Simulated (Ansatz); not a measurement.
A nudged elastic band was laid between two geometries of a periodic cell of 17 atoms, TiSi₁₆ (host Si, host structure diamond, interstitial Ti).

All numbers below come from DFT PBEsol, scalar-relativistic, plane waves, PAW in Ansatz 0.2.0. Settings: PAW set soft_1, cutoff 420 eV, k mesh 2x2x2, gaussian smearing 0.05 eV, no spin polarisation.

```json
{
  "movable images": "7",
  "climbing image": "yes",
  "spring": "2.0 to 10.0 eV/Å², energy-weighted",
  "optimiser": "fire",
  "start path": "IDPP",
  "force threshold": "0.05 eV/Å",
  "iteration limit": "34",
  "end points": "relaxed"
}
```

Image 0:

```xyz
17
Lattice="0.0000 5.4300 5.4300 5.4300 0.0000 5.4300 5.4300 5.4300 0.0000" Properties=species:S:1:pos:R:3
Si -0.044 0.044 -0.044
Si 1.355 1.390 1.360
Si 2.730 2.698 -0.015
Si 4.039 4.074 1.358
Si 2.759 0.044 2.759
Si 4.072 1.358 4.073
Si 5.386 2.671 2.759
Si 6.786 4.074 4.106
Si -0.019 2.698 2.734
Si 1.356 4.072 4.041
Si 2.730 5.447 2.734
Si 4.070 6.788 4.075
Si 2.758 2.671 5.386
Si 4.103 4.072 6.789
Si 5.411 5.447 5.415
Si 6.787 6.755 6.787
Ti 6.786 9.503 6.789
```

Image 8:

```xyz
17
Lattice="0.0000 5.4300 5.4300 5.4300 0.0000 5.4300 5.4300 5.4300 0.0000" Properties=species:S:1:pos:R:3
Si -0.002 0.001 -0.003
Si 1.339 1.341 1.338
Si 2.714 2.715 0.031
Si 4.088 4.090 1.339
Si 2.713 0.033 2.713
Si 4.087 1.342 4.087
Si 5.396 2.717 2.713
Si 6.743 4.116 4.115
Si 0.032 2.715 2.713
Si 1.340 4.089 4.087
Si 2.715 5.398 2.714
Si 4.115 6.745 4.114
Si 2.714 2.716 5.396
Si 4.115 4.116 6.743
Si 5.429 5.431 5.429
Si 6.744 6.745 6.744
Ti 8.144 8.146 8.143
```

(1) Which bonds break or form, and what moves?

(2) Give the energies along the band, and the barrier.

(3) What is the geometry of the highest image?

The band took 34 iterations and roughly 24 core-minutes.

Answers

(1) Contacts lost: Si1–Ti17, Si2–Ti17, Si4–Ti17, Si10–Ti17. Contacts made: Si3–Ti17, Si9–Ti17, Si11–Ti17, Si12–Ti17. The atom that moves furthest is Ti17, by 2.35 Å; four of its nearest neighbours are Si7 2.43, Si1 2.43, Si5 2.43, Si13 2.43 Å at the first end and Si16 2.43, Si14 2.43, Si8 2.43, Si12 2.43 Å at the last.

(2) The forces met the threshold. The highest image is number 4 of 0 to 8, 1.74 eV above the ends, which have the same energy within 2 meV. By the program's own check the climbing image is of a kind that is not told: the force calls were inconclusive, a negative curvature could not be distinguished from the path's own, the only one lies far off the path, or fixed occupations may fill a level only in part (lowest curvatures found: -4.76 and 0.01 eV/Å²). Limits of this set-up: coarse k mesh, PAW files made for another functional, a small cell, in which the defect meets its images.

| image | path coordinate (Å) | energy (eV) | Si1–Ti17 (Å) | Si2–Ti17 (Å) | Si4–Ti17 (Å) |
| --- | --- | --- | --- | --- | --- |
| 0 | 0.00 | 0.00 | 2.43 | 2.75 | 2.75 |
| 1 | 0.72 | 0.33 | 2.45 | 2.92 | 2.92 |
| 2 | 1.08 | 1.07 | 2.71 | 3.14 | 3.14 |
| 3 | 1.35 | 1.57 | 2.97 | 3.33 | 3.33 |
| 4 | 1.60 | 1.74 | 3.21 | 3.52 | 3.51 |
| 5 | 1.85 | 1.57 | 3.47 | 3.71 | 3.71 |
| 6 | 2.12 | 1.07 | 3.77 | 3.93 | 3.93 |
| 7 | 2.49 | 0.33 | 4.14 | 4.21 | 4.21 |
| 8 | 3.20 | 0.00 | 4.70 | 4.50 | 4.50 |

(3) 
```xyz
17
Lattice="0.0000 5.4300 5.4300 5.4300 0.0000 5.4300 5.4300 5.4300 0.0000" Properties=species:S:1:pos:R:3
Si 0.179 -0.178 0.185
Si 1.420 1.370 1.425
Si 2.648 2.782 0.013
Si 4.061 4.011 1.424
Si 2.817 0.127 2.814
Si 4.249 1.179 4.246
Si 5.301 2.611 2.814
Si 6.685 4.173 4.197
Si 0.007 2.782 2.654
Si 1.420 4.011 4.067
Si 2.649 5.424 2.654
Si 3.889 6.972 3.895
Si 2.817 2.610 5.298
Si 4.201 4.173 6.682
Si 5.252 5.605 5.250
Si 6.685 6.657 6.682
Ti 7.466 8.822 7.463
```

Run time: 24 min on 1 thread of Arm Neoverse V2, on a shared host, peak memory 0.99 GiB.
